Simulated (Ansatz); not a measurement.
# CH₅BN₂: a ladder of functionals and wavefunction methods

The task here is to estimate one member of a computed series from the others.

Program: Ansatz 0.2.0, Gaussian basis. Level of theory: functionals in def2-TZVPP, the program's frozen cores in correlated methods. These are calculated values, not measurements.

Plan: LDA (SPW92), PBE-D4, revPBE-D4, BLYP-D4, r2SCAN-D4, B97M-V, PBE0-D4, B3LYP-D4, r2SCANh-D4, r2SCAN0-D4, HSE06-D4, BHLYP-D4, CAM-B3LYP-D4, LC-ωPBE, ωB97X-V, ωB97M-V, B2PLYP, PBE-QIDH; CCSD(T)/def2-SVP; CCSD(T)/def2-TZVPP; MP2/def2-QZVPP; extrapolation to the limit; RPA on PBE.

### The relaxed structure

An earlier PBE0-D4 in a triple-zeta def2 set relaxation fixed the geometry.

SMILES `N=CBN`, 9 atoms, charge 0, spin multiplicity 1.

Atoms are counted from 1 here; the program's logs count them from 0.

Bond lengths: N1–C2 1.273 Å, N1–H5 1.022 Å, C2–B3 1.572 Å, C2–H6 1.106 Å, B3–N4 1.388 Å, B3–H7 1.194 Å, N4–H8 1.005 Å, N4–H9 1.007 Å. Angles: C2–N1–H5 111.4°, N1–C2–B3 120.7°, N1–C2–H6 120.6°, B3–C2–H6 118.7°, C2–B3–N4 118.9°, C2–B3–H7 121.2°, N4–B3–H7 119.9°, B3–N4–H8 123.2°, B3–N4–H9 123.3°, H8–N4–H9 113.5°.

Set-up of the first run:

in.yaml reads:

```yaml
crystal:
  periodic: [false, false, false]
  atoms:
    - {symbol: N, position_ang: [0.017043, 1.277105, -1.640298]}
    - {symbol: C, position_ang: [-0.198003, 0.789183, -0.484017]}
    - {symbol: B, position_ang: [0.361377, -0.626919, -0.092834]}
    - {symbol: N, position_ang: [0.102559, -1.123681, 1.177059]}
    - {symbol: H, position_ang: [-0.410193, 2.200616, -1.739968]}
    - {symbol: H, position_ang: [-0.782759, 1.353820, 0.265381]}
    - {symbol: H, position_ang: [0.999865, -1.274869, -0.866380]}
    - {symbol: H, position_ang: [0.428264, -2.020139, 1.494806]}
    - {symbol: H, position_ang: [-0.429652, -0.621415, 1.869149]}
basis:
  gaussian: {orbitals: def2-TZVPP}
hamiltonian: {xc: lda}
output: {orbitals: {seedname: orbitals}}
```

Run with:

```bash
> ansatz run in.yaml --threads 2 --pin off --events-out ev --progress --plain --max-ram 4352MiB
```

Among the steps run: LDA; PBE-D4 (GGA); revPBE-D4 (GGA); BLYP-D4 (GGA); r2SCAN-D4 (meta-GGA); B97M-V (meta-GGA); PBE0-D4 (hybrid); B3LYP-D4 (hybrid); r2SCANh-D4 (hybrid); r2SCAN0-D4 (hybrid); HSE06-D4 (hybrid); BHLYP-D4 (hybrid); CAM-B3LYP-D4 (range-separated); LC-ωPBE (range-separated); ωB97X-V (range-separated); ωB97M-V (range-separated); B2PLYP (double hybrid); PBE-QIDH (double hybrid).

One of the session's tables, all rows but one given; the rest of the session is left out.

It belongs to the step «Orbital energies across the functionals». 

```
  functional  HOMO (eV)  gap (eV)
 LDA (SPW92)      -5.71      3.25
      PBE-D4      -5.66      3.45
   revPBE-D4      -5.62      3.50
     BLYP-D4      -5.59      3.52
   r2SCAN-D4      -5.98      3.94
      B97M-V      -6.19      4.23
     PBE0-D4      -7.19      6.01
    B3LYP-D4          ?         ?
  r2SCANh-D4      -6.54      4.89
  r2SCAN0-D4      -7.40      6.32
    HSE06-D4      -6.78      5.22
    BHLYP-D4      -8.68      8.65
CAM-B3LYP-D4      -8.65      8.66
     LC-ωPBE      -9.99     11.19
     ωB97X-V      -9.68     10.80
     ωB97M-V      -9.58     10.58
```

**Question.** Estimate the row for B3LYP-D4.

Worked estimate for «HOMO (eV)». Against the share of exact exchange, BLYP-D4 (0, -5.59), BHLYP-D4 (0.5, -8.68) give a slope of -6.18 per unit share; at 0.2 the line stands at -6.83.

**Answer.** HOMO (eV): -6.97; gap (eV): 5.56. In «HOMO (eV)» the line misses by +0.14.
